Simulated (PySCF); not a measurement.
# HfCl4: other functionals and bases at one geometry

One table from this session's results is given with a row withheld; the runs are named, their logs left out.

Computed with PySCF 2.14.0. Level: several levels, as the steps say, no spin–orbit coupling.

2 further runs of the same task are left out: 2 for a known fault of the program.

### Starting geometry

5 atoms, charge 0, spin multiplicity 1.

Bond lengths: Hf1–Cl2 2.332 Å, Hf1–Cl3 2.332 Å, Hf1–Cl4 2.332 Å, Hf1–Cl5 2.332 Å. Angles: Cl2–Hf1–Cl3 109.5°, Cl2–Hf1–Cl4 109.5°, Cl2–Hf1–Cl5 109.5°, Cl3–Hf1–Cl4 109.5°, Cl3–Hf1–Cl5 109.5°, Cl4–Hf1–Cl5 109.5°.

Geometry (Å):

```mol
Cl4Hf
  3D, bonds by distance, orders not assigned

  5  4  0  0  0  0  0  0  0  0999 V2000
   -0.0000    0.0000   -0.0000 Hf  0  0
    1.3463    1.3463    1.3463 Cl  0  0
   -1.3463   -1.3463    1.3463 Cl  0  0
    1.3463   -1.3463   -1.3463 Cl  0  0
   -1.3463    1.3463   -1.3463 Cl  0  0
  1  2  8  0
  1  3  8  0
  1  4  8  0
  1  5  8  0
M  END
```

Formal oxidation states: Hf +4. An earlier session relaxed this geometry at r2SCAN, Hf def2-SVP with ECP60, Cl def2-SVP (singlet, point group Td).

At r2SCAN on the finer grid: E = -1888.487180 Eh, HOMO -8.76 eV, LUMO -2.93 eV, Mulliken charge on Hf1 +0.90 e, largest force component 0.014 eV/Å. 

Levels to run: PBE; TPSSh; revPBE; TPSS; r2SCAN, TZVP; r2SCAN, x2c-SVP. Hardware: 2 threads of Arm Neoverse V2, shared host.

The first run:

run.py (the lines that set the calculation)

```python
mol = gto.M(atom='''
Hf     0.00000     0.00000     0.00000
Cl     1.34633     1.34633     1.34633
Cl    -1.34633    -1.34633     1.34633
Cl     1.34633    -1.34633    -1.34633
Cl    -1.34633     1.34633    -1.34633''',
    basis={'Hf': 'def2-SVP', 'Cl': 'def2-SVP'},
    ecp={'Hf': 'def2-SVP'},
    charge=0, spin=0)
mf = dft.RKS(mol, xc='PBE')
mf.grids.atom_grid = (75, 302)
mf = mf.density_fit()  # fitting sets: Hf def2-universal-JKFIT, Cl def2-universal-JKFIT
mf.conv_tol = 1e-08; mf.max_cycle = 55
mf.kernel(dm0)  # dm0: the density of the relaxed state
```

Launch:

```bash
$ OMP_NUM_THREADS=2 python run.py
```

Steps of the session up to this table: PBE; TPSSh; revPBE; TPSS; r2SCAN, TZVP; r2SCAN, x2c-SVP.

One of the session's tables, all rows but one given; the rest of the session is left out.

| level | HOMO (eV) | gap (eV) | charge on Hf1 (e) | largest force component (eV/Å) |
| --- | --- | --- | --- | --- |
| r2SCAN (relaxed here) | -8.76 | 5.83 | 0.90 | 0.01 |
| PBE | -8.29 | 5.31 | 0.70 | 0.07 |
| TPSSh | ? | ? | ? | ? |
| revPBE | -8.26 | 5.33 | 0.76 | 0.17 |
| TPSS | -8.49 | 5.52 | 0.86 | 0.11 |
| r2SCAN, TZVP | -8.72 | 5.83 | 1.25 | 0.08 |
| r2SCAN, x2c-SVP | -8.82 | 5.46 | 0.75 | 0.49 |

Q: Estimate the row for TPSSh from the others.

**Answer.** HOMO (eV): -9.05; gap (eV): 6.36; charge on Hf1 (e): 0.91; largest force component (eV/Å): 0.06. In the column «HOMO (eV)» it is the lowest.

In one basis the gap runs from 5.31 eV (PBE) to 6.36 eV (TPSSh). The largest leftover force, 0.49 eV/Å with r2SCAN, x2c-SVP, stands at a geometry relaxed at another level. Total energies of different levels can't be compared.
